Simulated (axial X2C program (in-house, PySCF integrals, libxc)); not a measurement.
# TeZr: bond curves with and without spin–orbit coupling, part 2 of 2

Computed with an in-house X2C program for linear molecules on PySCF integrals; all-electron X2C, Te dyall-cv3z, Zr dyall-cv3z. Earlier steps stand in the parts before.

## (9) PBE0, 2c

State followed: Ω = 1 (excess of +ω over −ω: ω = -1/2, ω = 3/2). The scan is laid around 2.545 Å, a first estimate of the minimum, and this SCF restarts from the orbitals of the search.

The SCF at the reference distance of 2.545 Å:

```text
two-component X2C + atomic mean field  PBE0
basis functions 285  fitting functions 1365  grid points 5803
iter        total energy     max residual
   1     -10387.220083006     8.08e-01
   2     -10387.322802184     2.75e-03
   3     -10387.322699614     2.74e-03
   4     -10387.322809498     1.26e-03
   5     -10387.322862100     3.82e-04
   6     -10387.322868285     8.80e-05
   7     -10387.322868402     1.44e-05
   8     -10387.322868411     5.40e-06
   9     -10387.322868416     3.16e-06
  10     -10387.322868418     1.52e-06
converged
one-electron -15144.32340305  Coulomb 4622.19692776  exact exchange -71.92251716  xc functional -220.12232599  nuclear repulsion 432.49060853  atomic mean-field constant -5.64215850
```

Along the bond, energies from the lowest point:

```csv
R (Å),E (eV),μ (D),HOMO (eV),LUMO (eV),iterations
2.214,1.3105,4.64,-4.71,-2.11,15
2.316,0.5344,5.01,-4.88,-2.21,14
2.392,0.2058,5.29,-5.01,-2.32,14
2.469,0.0406,5.57,-5.13,-2.42,14
2.545,0.0000,5.84,-5.26,-2.53,10
2.634,0.0694,6.15,-5.39,-2.64,16
2.723,0.2282,6.43,-5.50,-2.74,17
2.838,0.5169,6.71,-5.41,-2.85,17
2.978,0.9350,6.89,-5.24,-2.92,19
3.181,1.5476,6.48,-5.18,-3.01,22
```

Dipoles are positive if Zr is the positive end.

Outer spinors at the reference distance:

```
   ω  occupied  ε (eV)              atomic character     λ mixture
-1/2       yes  -35.31                      98% Zr p  69% σ, 31% π
-3/2       yes  -33.98                     100% Zr p        100% π
 1/2       yes  -33.52                      98% Zr p  86% σ, 14% π
-1/2       yes  -33.51                      99% Zr p  69% π, 31% σ
 3/2       yes  -32.89                     100% Zr p        100% π
 1/2       yes  -15.46  68% Te s, 10% Zr p, 10% Zr d        100% σ
-1/2       yes  -15.24  67% Te s, 11% Zr d, 10% Zr p        100% σ
-1/2       yes   -6.98   65% Te p, 18% Zr d, 9% Zr s  84% σ, 16% π
 1/2       yes   -6.87   69% Te p, 15% Zr d, 8% Zr s  81% σ, 19% π
-1/2       yes   -6.21   64% Te p, 22% Zr d, 5% Zr f  84% π, 16% σ
 1/2       yes   -6.16   57% Te p, 29% Zr d, 5% Zr p  81% π, 19% σ
 3/2       yes   -5.88   63% Te p, 24% Zr d, 5% Zr f        100% π
-3/2       yes   -5.88   53% Te p, 35% Zr d, 5% Zr p        100% π
-1/2       yes   -5.36   55% Zr s, 36% Zr d, 4% Zr p        100% σ
 3/2       yes   -5.26                      99% Zr d        100% δ
-5/2        no   -2.53                      99% Zr d        100% δ
 1/2        no   -2.39  54% Zr s, 21% Zr d, 19% Zr p  79% σ, 21% π
 1/2        no   -2.35  44% Zr d, 30% Zr p, 13% Zr s  79% π, 21% σ
-3/2        no   -2.20  51% Zr d, 32% Zr p, 12% Te p        100% π
```

PBE0 fields in the half plane through the axis: z from -2.4 to 4.8 Å across, distance from the axis 0.15 to 2.25 Å upwards; Te lies at z = 0 and Zr at z = 2.545 Å; the ELF is damped to zero where the density is low.

log10 density (e/bohr³). Ten even steps from ' ' (-4.15 ) to '@' (1.83 ):
```
      ....::::::::::::::::::::::::::::::......    
    ....::::::----------::::::::::::::::::::....  
  ....::::------------------------------::::......
....::::----============--------====------::::....
..::::----======++======================--::::::..
..::----====++++++++++++======++****++====--::::..
..::----==++**######++++++++++********++==--::::..
..::--====++**%%@@%%**++++++****@@@@****==----::..
```

ELF. Ten even steps from ' ' (0.00 ) to '@' (0.85 ):
```
        ..::--========----::::--++++**++++==::    
    ..::==++************==----==++++****++==--..  
    ::==**##%%%%%%%%%%##**==----==++++====--::..  
  ::==**%%%%%%%%%%%%%%%%##==::::--==--::::........
..--**##@@@@%%**++**##%%%%--..::++**==....  ......
..==##%%@@%%==----::==####--::**@@@@##--..      ..
::++##@@%%++--##%%##::++##--**%%----%%%%==........
::++%%@@%%==++**%%**++--**==%%::@@@@--@@##::......
```

Re = 2.536 Å, ωe = 291.1 cm⁻¹, ωexe = 0.52 cm⁻¹, Be = 0.04932 cm⁻¹, De = 4.06 eV, μ = 5.81 D.

## (10) HF, 2c

Output at 2.545 Å:

```text
two-component X2C + atomic mean field  HF
basis functions 285  fitting functions 1365  grid points 5803
iter        total energy     max residual
   1     -10382.968093901     2.62e-01
   2     -10383.005029074     1.84e-02
   3     -10383.006936636     1.05e-02
   4     -10383.010234396     3.37e-03
   5     -10383.010573035     2.01e-03
   6     -10383.010741839     5.85e-04
   7     -10383.010847368     5.20e-04
   8     -10383.010901473     4.96e-04
   9     -10383.010949033     3.42e-04
  10     -10383.010967815     2.39e-04
  11     -10383.010978094     1.50e-04
  12     -10383.010983112     9.86e-05
  13     -10383.010986116     6.25e-05
  14     -10383.010987927     4.12e-05
  15     -10383.010988674     2.51e-05
  16     -10383.010988943     2.04e-05
  17     -10383.010989094     1.60e-05
  18     -10383.010989208     9.89e-06
  19     -10383.010989261     5.82e-06
  20     -10383.010989277     2.28e-06
  21     -10383.010989280     1.39e-06
  22     -10383.010989280     1.12e-06
converged
one-electron -15142.14128546  Coulomb 4620.07937281  exact exchange -287.79752666  xc functional 0.00000000  nuclear repulsion 432.49060853  atomic mean-field constant -5.64215850
```

No constants are quoted: the solution changes its character somewhere along the scan, so the fit is set aside.

## (11) r2SCAN, 2c

Output at 2.545 Å:

```text
two-component X2C + atomic mean field  r2SCAN
basis functions 285  fitting functions 1365  grid points 5803
iter        total energy     max residual
   1     -10387.977742457     1.50e-01
   2     -10387.981286558     4.39e-03
   3     -10387.966766265     2.05e-02
   4     -10387.981797254     3.93e-03
   5     -10387.982083801     4.10e-04
   6     -10387.982086835     1.93e-04
   7     -10387.982087480     6.44e-05
   8     -10387.982087691     2.90e-05
   9     -10387.982087776     1.22e-05
  10     -10387.982087788     9.03e-06
  11     -10387.982087791     2.61e-06
  12     -10387.982087792     7.86e-07
converged
one-electron -15144.01916049  Coulomb 4621.90235613  exact exchange 0.00000000  xc functional -292.71373347  nuclear repulsion 432.49060853  atomic mean-field constant -5.64215850
```

Re = 2.549 Å, ωe = 284.8 cm⁻¹, ωexe = 0.548 cm⁻¹, Be = 0.04884 cm⁻¹, De = 4.08 eV, μ = 5.76 D.

## (12) Correlated methods, 2c

Correlated methods: 10 electrons correlated (frozen shells, counted by type: Te 4 s, 3 p, 2 d; Zr 4 s, 3 p, 1 d), 358 virtual spinors in MP2, 110 natural virtuals in coupled cluster.

Output of the correlated part at 2.545 Å:

```text
correlated 10  virtual 358  natural virtual 110  E(MP2) -0.199979669  MP2 remainder -0.005149399
iter   CCSD correlation   residual
   1     -0.195981017   1.83e-01
   2     -0.203866706   1.07e-01
   3     -0.207788797   4.28e-02
   4     -0.208449074   1.97e-02
   5     -0.208767777   9.11e-03
   6     -0.208857092   4.17e-03
   7     -0.208880887   2.25e-03
   8     -0.208906749   1.12e-03
   9     -0.208905495   6.35e-04
  10     -0.208910525   3.19e-04
  11     -0.208906291   1.55e-04
  12     -0.208907080   8.22e-05
  13     -0.208906459   4.57e-05
  14     -0.208906074   2.66e-05
  15     -0.208906033   1.70e-05
  16     -0.208905823   1.14e-05
  17     -0.208905722   6.95e-06
  18     -0.208905712   4.63e-06
(T) -0.016972209  T1 0.0652  D1 0.1040  max T2 0.047
```

MP2: No constants are quoted: the reference changes its character somewhere along the scan, so the fit is set aside.

CCSD: No constants are quoted: the reference changes its character somewhere along the scan, so the fit is set aside.

CCSD(T): No constants are quoted: the reference changes its character somewhere along the scan, so the fit is set aside.

## (13) A higher determinant, 2c

State: Ω = 3 (excess of +ω over −ω: ω = 1/2, ω = 5/2).

Output at the reference distance:

```text
two-component X2C + atomic mean field  PBE0
basis functions 285  fitting functions 1365  grid points 5803
iter        total energy     max residual
   1     -10387.217187154     8.08e-01
   2     -10387.319907944     2.74e-03
   3     -10387.319812460     2.69e-03
   4     -10387.319915445     1.26e-03
   5     -10387.319966777     3.93e-04
   6     -10387.319973206     8.86e-05
   7     -10387.319973322     1.44e-05
   8     -10387.319973329     4.41e-06
   9     -10387.319973332     2.73e-06
  10     -10387.319973333     1.44e-06
converged
one-electron -15144.26717579  Coulomb 4622.14258876  exact exchange -71.92259314  xc functional -220.12124320  nuclear repulsion 432.49060853  atomic mean-field constant -5.64215850
```

```csv
R (Å),E above the lowest PBE0 point (eV)
2.214,1.387
2.316,0.612
2.392,0.284
2.469,0.119
2.545,0.079
2.634,0.148
2.723,0.305
2.838,0.590
2.978,0.998
```

Re = 2.536 Å, ωe = 290.5 cm⁻¹, ωexe = 0.534 cm⁻¹, Be = 0.04932 cm⁻¹, μ = 5.78 D. Te = 0.08 eV.

## (14) The 2c curves together

Energy (eV) of the followed determinant, 2c, from each level's lowest point:

```csv
R (Å),PBE0,HF (jumps),MP2 (its reference jumps),CCSD (its reference jumps),CCSD(T) (its reference jumps),r2SCAN
2.214,1.311,1.707,1.510,n/a,n/a,1.381
2.316,0.534,0.775,0.645,0.695,0.725,0.582
2.392,0.206,0.350,0.265,0.301,0.321,0.237
2.469,0.041,0.106,0.062,0.084,0.093,0.056
2.545,0.000,0.000,0.000,0.000,0.000,0.000
2.634,0.069,0.005,0.089,0.033,0.026,0.052
2.723,0.228,0.082,0.629,0.201,0.220,0.193
2.838,0.517,0.162,1.211,0.534,0.566,0.459
2.978,0.935,0.275,1.595,n/a,n/a,0.851
3.181,1.548,0.493,1.995,n/a,n/a,1.449
```

The whole job took 6.2 min on 1 thread of Arm Neoverse V1, shared host; peak memory 1.1 GiB.

## (15) Results

This closing draws on all 2 parts.

Lowest determinant that the search found at its distance, spin-free: M_S = 1, Λ = 2 (beyond closed shells: σα, δ+α).

Lowest determinant that the search found at its distance, 2c: Ω = 1 (excess of +ω over −ω: ω = -1/2, ω = 3/2).

| Hamiltonian | level | Re (Å) | ωe (cm⁻¹) | De (eV) | μ (D) |
| --- | --- | --- | --- | --- | --- |
| spin-free | PBE0 | 2.533 | 293.5 | 4.27 | 5.87 |
| spin-free | r2SCAN | 2.546 | 286.7 | 4.11 | 5.80 |
| 2c | PBE0 | 2.536 | 291.1 | 4.06 | 5.81 |
| 2c | r2SCAN | 2.549 | 284.8 | 4.08 | 5.76 |

Dipoles are positive if Zr is the positive end. No constants: spin-free HF (the solution changes its character somewhere along the scan, so the fit is set aside); spin-free MP2 (the reference changes its character somewhere along the scan, so the fit is set aside); spin-free CCSD (the reference changes its character somewhere along the scan, so the fit is set aside); spin-free CCSD(T) (the reference changes its character somewhere along the scan, so the fit is set aside); 2c HF (the solution changes its character somewhere along the scan, so the fit is set aside); 2c MP2 (the reference changes its character somewhere along the scan, so the fit is set aside); 2c CCSD (the reference changes its character somewhere along the scan, so the fit is set aside); 2c CCSD(T) (the reference changes its character somewhere along the scan, so the fit is set aside).

Time per point (s) on 1 thread of Arm Neoverse V1, shared host (2c runs); the times are rough: PBE0 2.8, r2SCAN 1.8.

**Reading.** At PBE0, going from spin-free to two-component changes Re by +3 mÅ, ωe by -0.8 %; the spin-free picture holds up (part of it comes from the scalar share of the two-electron terms). It costs about 1.6 times the time. De moves by -0.21 eV; both De rest on single-determinant atoms, which can miss part of an open shell's spin–orbit lowering.

De refers to Te + Zr, each in the lowest determinant found, which need not be this curve's own limit. Each curve is one determinant whose occupation by symmetry is held fixed; it was picked as the lowest of a PBE0 search that is not exhaustive. De is counted from the lowest determinant-based energies of the atoms at the same level, without counterpoise correction. Density functionals use the spin component along the axis (collinear). The meta-GGAs lack a current-density term, which matters for open shells with orbital currents, atoms included. With several unpaired electrons one determinant need not be a pure state. The spin-free determinant is spin-contaminated at some levels.
